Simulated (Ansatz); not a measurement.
Runs of Ansatz 0.2.0 on Ta12HCN. The cell holds a slab with vacuum, 15 atoms: a = 5.720 Å, b = 5.720 Å, c = 24.886 Å, α = 90.00°, β = 90.00°, γ = 109.47°. 

```csv
level,cutoff (eV),gap on the mesh (eV),largest force (eV/Å),work function (eV)
LDA,420,none,(c),1.74
PBEsol,420,none,0.79,(a)
RPBE,420,none,0.87,1.47
r2SCAN,500,none,1.23,1.44
BLYP,420,none,0.79,(b)
```

Alike in all rows: task projected density of states; potentials or basis Ansatz PAW; no spin polarisation; cell HCN (donor) over a top site of the (1 1 0) slab of Ta, cut from the database cell, not relaxed; k mesh 5 × 5 × 1; smearing fermi-dirac 0.05 eV.

Problem. Fill in the values left out.

Solution. (a) 1.59; (b) 1.24; (c) 1.43.

Caveats: the PAW data sets come from PBE, with cores solved anew for the run's functional, which leaves a small shift of forces and pressure; the density of states is complete only up to the lowest level of the last band computed.

A k mesh can miss the band edges, and the runs leave out spin-orbit coupling on Ta.

A gap of «none» marks a metal or a gap under the smearing width.

Runs at the PBE level aren't shown here.
